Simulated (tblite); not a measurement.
# C36H96Si12: the cost of one run

Programs: tblite 0.8.0 and PySCF 2.14.0, with routines of our own; each step states its level. All values are computed. Atoms count from 0.

## Step 1: The system as given

144 atoms, charge 0, multiplicity 1; geometry from: force field, distance geometry or constructed start.

## Step 2: Geometry optimisation with GFN2-xTB

The job: settings as JSON, then the geometry in Å.

```
{"job": {"kind": "relax", "xc": "GFN2-xTB", "basis": "xTB"}, "charge": 0, "multiplicity": 1}
C     -1.324300    -6.462700    -0.430500
Si    -1.888300    -4.927700     0.498600
C     -1.069100    -4.986500     2.217500
C     -3.743300    -5.000700     0.854900
Si    -4.845300    -5.237500    -0.635400
C     -5.064300    -7.114000    -0.898700
C     -4.224200    -4.543800    -2.262000
C     -6.566000    -4.569700    -0.215600
Si    -6.737600    -2.687200    -0.411100
C     -8.368600    -2.262700     0.486100
C     -6.988400    -2.285900    -2.227900
C     -5.339900    -1.786200     0.408700
Si    -5.150300     0.056700     0.014700
C     -6.772600     0.972600     0.097700
C     -4.399700     0.237100    -1.698400
C     -3.989900     0.675500     1.380100
Si    -3.113500     2.317900     1.035500
C     -4.310500     3.614000     0.409900
C     -2.497400     2.883800     2.736000
C     -1.704700     2.011700    -0.157600
Si    -0.385500     3.375700    -0.263100
C     -1.153500     5.078000    -0.334800
C      0.764100     3.249300     1.220000
C      0.517700     2.979600    -1.884900
Si     2.108100     3.961500    -2.207800
C      2.498100     3.607500    -4.040900
C      1.853100     5.802000    -2.046800
C      3.500800     3.261800    -1.165600
Si     5.040700     4.311200    -1.052300
C      5.644200     4.867500    -2.758200
C      4.748800     5.862600    -0.032600
C      6.496500     3.333600    -0.345900
Si     6.276900     2.626100     1.364500
C      7.945500     1.853100     1.870800
C      5.987200     4.014500     2.625900
C      4.907600     1.386200     1.595900
Si     5.106300    -0.246700     0.701400
C      5.989800    -0.131500    -0.965300
C      6.105400    -1.444000     1.758600
C      3.380700    -0.905700     0.279700
Si     2.425500    -1.631200     1.705500
C      3.145700    -3.280700     2.273400
C      2.394800    -0.476300     3.198600
C      0.607700    -1.878000     1.235000
Si     0.316400    -2.802900    -0.362600
C      1.487200    -4.217700    -0.710400
C      0.493600    -1.566900    -1.808100
C     -1.489100    -3.357300    -0.426500
H     -1.758100    -7.359800     0.022000
H     -0.239700    -6.565300    -0.397800
H     -1.636800    -6.429000    -1.474300
H      0.022200    -5.003000     2.141100
H     -1.375300    -4.116300     2.809700
H     -1.395200    -5.887500     2.746100
H     -4.016500    -4.097400     1.405100
H     -3.924900    -5.832700     1.553600
H     -4.100900    -7.581000    -1.166900
H     -5.776000    -7.292200    -1.700900
H     -5.432400    -7.579100     0.025400
H     -3.327700    -5.067700    -2.599400
H     -4.985700    -4.668000    -3.037700
H     -3.983700    -3.481300    -2.187300
H     -6.806900    -4.846600     0.816800
H     -7.310200    -5.050300    -0.863800
H     -9.163800    -2.905500     0.122600
H     -8.258200    -2.416200     1.562500
H     -8.653100    -1.221000     0.306400
H     -6.056500    -2.386500    -2.787900
H     -7.729300    -2.966600    -2.671100
H     -7.358400    -1.266900    -2.350500
H     -5.430000    -1.899100     1.498300
H     -4.387600    -2.238200     0.125900
H     -7.467400     0.623300    -0.664500
H     -6.638100     2.050100    -0.056500
H     -7.240400     0.835100     1.074800
H     -5.028700    -0.221200    -2.461500
H     -4.274700     1.283000    -1.969400
H     -3.419700    -0.256300    -1.740300
H     -3.221200    -0.090200     1.551900
H     -4.572900     0.761700     2.299500
H     -5.212700     3.634500     1.030300
H     -3.875800     4.614600     0.455800
H     -4.600900     3.424500    -0.619400
H     -2.071300     3.884900     2.683000
H     -3.338400     2.914000     3.443400
H     -1.746300     2.194700     3.119100
H     -1.201300     1.073300     0.103500
H     -2.118000     1.882500    -1.168600
H     -1.679300     5.312000     0.595500
H     -0.399500     5.856900    -0.464900
H     -1.858900     5.155600    -1.162300
H      1.279800     2.278000     1.215800
H      1.504800     4.045900     1.198800
H      0.219800     3.334200     2.153600
H     -0.174800     3.165500    -2.709700
H      0.768400     1.916200    -1.896900
H      1.631300     3.849300    -4.662500
H      3.346800     4.213900    -4.387400
H      2.747800     2.549800    -4.176500
H      0.922700     6.102300    -2.529600
H      1.819100     6.103600    -1.000500
H      2.659900     6.354000    -2.523000
H      3.123100     3.107100    -0.156000
H      3.758100     2.277100    -1.560400
H      6.628400     5.341300    -2.664100
H      4.958600     5.593600    -3.206100
H      5.734800     4.004100    -3.430600
H      5.688100     6.256800     0.351000
H      4.286500     6.649300    -0.640100
H      4.086200     5.657100     0.817200
H      6.753300     2.543900    -1.058500
H      7.362500     4.011000    -0.329500
H      8.705700     2.625600     1.913300
H      8.256400     1.105500     1.140600
H      7.859300     1.379700     2.848200
H      4.959200     4.381100     2.569500
H      6.677300     4.839300     2.456700
H      6.153400     3.633400     3.644800
H      3.947600     1.831000     1.328800
H      4.836800     1.171200     2.669500
H      5.477600     0.569200    -1.634700
H      7.031100     0.174800    -0.841300
H      5.990500    -1.124400    -1.444600
H      5.737100    -1.461700     2.786600
H      7.158500    -1.141800     1.793600
H      6.058100    -2.446400     1.345500
H      3.507400    -1.668500    -0.494700
H      2.817500    -0.090600    -0.170500
H      3.492600    -3.869300     1.421400
H      2.382700    -3.857100     2.806000
H      3.979100    -3.116700     2.946400
H      1.671300    -0.849000     3.941500
H      2.085400     0.534900     2.906600
H      3.375800    -0.434600     3.685100
H      0.131000    -0.889100     1.163000
H      0.120000    -2.402400     2.065400
H      2.502100    -3.855100    -0.913500
H      1.551000    -4.907700     0.135900
H      1.155700    -4.786200    -1.590300
H      1.531400    -1.246200    -1.936400
H      0.163100    -2.032500    -2.740500
H     -0.134200    -0.681300    -1.622400
H     -2.100700    -2.535100    -0.046200
H     -1.748000    -3.487800    -1.479600
```

The run is started by

```
OMP_NUM_THREADS=8 python large_run.py task.json out
```

One launch serves the whole session: the jobs run in the order shown.

**Question.** How long does this first job take on 8 threads of Arm Neoverse V2, shared host, and how much memory does it need?

About 23 s, with a peak of 0.19 GiB.
